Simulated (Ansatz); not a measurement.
**ClF3H2O2W: one species, many methods**

One table from this session's results is given with a row withheld; the runs are named, their logs left out.

Computed with Ansatz 0.2.0, Gaussian basis. Level: functionals in def2-TZVPP, the program's frozen cores in correlated methods.

Levels to be run: LDA (SPW92), PBE-D4, revPBE-D4, BLYP-D4, r2SCAN-D4, B97M-V, PBE0-D4, B3LYP-D4, r2SCANh-D4, r2SCAN0-D4, HSE06-D4, BHLYP-D4, CAM-B3LYP-D4, LC-ωPBE, ωB97X-V, ωB97M-V, B2PLYP, PBE-QIDH; CCSD(T)/def2-SVP; MP2/def2-TZVPP; MP2/def2-QZVPP; RPA on PBE.

1 further run of the same task is left out (for a known fault of the program).

## The geometry

The geometry comes from an earlier relaxation with PBE0-D4 in a triple-zeta def2 set; it is a stationary point, not always the lowest conformer. W takes the def2 core potential; no spin-orbit term is included.

SMILES `[OH][W]([OH])([F])([F])([F])[Cl]`, 9 atoms, charge 0, spin multiplicity 1.

Atoms are counted from 1 here; the program's logs count them from 0.

Bond lengths: O1–W2 1.851 Å, O1–H8 0.961 Å, W2–O3 1.851 Å, W2–F4 1.857 Å, W2–F5 1.857 Å, W2–F6 1.900 Å, W2–Cl7 2.272 Å, O3–H9 0.961 Å. Angles: W2–O1–H8 129.9°, O1–W2–O3 164.3°, O1–W2–F4 90.2°, O1–W2–F5 90.2°, O1–W2–F6 82.1°, O1–W2–Cl7 97.9°, O3–W2–F4 90.2°, O3–W2–F5 90.2°, O3–W2–F6 82.1°, O3–W2–Cl7 97.9°, F4–W2–F5 177.6°, F4–W2–F6 91.2°, F4–W2–Cl7 88.8°, F5–W2–F6 91.2°, F5–W2–Cl7 88.8°, F6–W2–Cl7 180.0°, W2–O3–H9 129.9°.

Set-up of the first run:

Input file in.yaml:

```yaml
crystal:
  periodic: [false, false, false]
  atoms:
    - {symbol: O, position_ang: [-1.613375, -0.042024, 0.870357]}
    - {symbol: W, position_ang: [-0.030574, -0.231215, -0.070528]}
    - {symbol: O, position_ang: [1.615836, 0.060258, -0.864709]}
    - {symbol: F, position_ang: [-0.883833, 0.316232, -1.626267]}
    - {symbol: F, position_ang: [0.812961, -0.851787, 1.462884]}
    - {symbol: F, position_ang: [0.208177, 1.571784, 0.480037]}
    - {symbol: Cl, position_ang: [-0.315917, -2.386704, -0.728869]}
    - {symbol: H, position_ang: [-1.959994, 0.716340, 1.347220]}
    - {symbol: H, position_ang: [2.166719, 0.847126, -0.870125]}
basis:
  gaussian: {orbitals: def2-TZVPP}
hamiltonian: {xc: lda}
output: {orbitals: {seedname: orbitals}}
```

Command:

```
$ ansatz run in.yaml --threads 4 --pin off --events-out ev --progress --plain --max-ram 11315MiB
```

Among the steps run: LDA; PBE-D4 (GGA); revPBE-D4 (GGA); BLYP-D4 (GGA); r2SCAN-D4 (meta-GGA); B97M-V (meta-GGA); PBE0-D4 (hybrid); B3LYP-D4 (hybrid); r2SCANh-D4 (hybrid); r2SCAN0-D4 (hybrid); HSE06-D4 (hybrid); BHLYP-D4 (hybrid); CAM-B3LYP-D4 (range-separated); LC-ωPBE (range-separated); ωB97X-V (range-separated); ωB97M-V (range-separated); B2PLYP (double hybrid); PBE-QIDH (double hybrid).

One of the session's tables, all rows but one given; the rest of the session is left out.

It belongs to the step «Frontier levels by functional». 

| functional | HOMO (eV) | LUMO (eV) | gap (eV) |
| --- | --- | --- | --- |
| LDA (SPW92) | -8.39 | -4.56 | 3.83 |
| PBE-D4 | -8.19 | -4.32 | 3.87 |
| revPBE-D4 | -8.12 | -4.22 | 3.89 |
| BLYP-D4 | -8.06 | -4.24 | 3.82 |
| r2SCAN-D4 | -8.61 | -4.38 | 4.24 |
| B97M-V | -8.71 | -4.36 | 4.35 |
| PBE0-D4 | -9.75 | -3.73 | 6.01 |
| B3LYP-D4 | ? | ? | ? |
| r2SCANh-D4 | -9.18 | -4.14 | 5.05 |
| r2SCAN0-D4 | -10.03 | -3.76 | 6.27 |
| HSE06-D4 | -9.34 | -4.11 | 5.23 |
| BHLYP-D4 | -11.15 | -2.98 | 8.17 |
| CAM-B3LYP-D4 | -11.13 | -2.70 | 8.43 |
| LC-ωPBE | -12.49 | -1.51 | 10.99 |
| ωB97X-V | -12.14 | -1.59 | 10.55 |
| ωB97M-V | -12.01 | -1.60 | 10.41 |

Q: Estimate the row for B3LYP-D4 from the others.

Worked estimate for «HOMO (eV)». Against the share of exact exchange, BLYP-D4 (0, -8.06), BHLYP-D4 (0.5, -11.15) give a slope of -6.18 per unit share; at 0.2 the line stands at -9.30.

**Answer.** HOMO (eV): -9.46; LUMO (eV): -3.96; gap (eV): 5.51. In «HOMO (eV)» the line misses by +0.16.
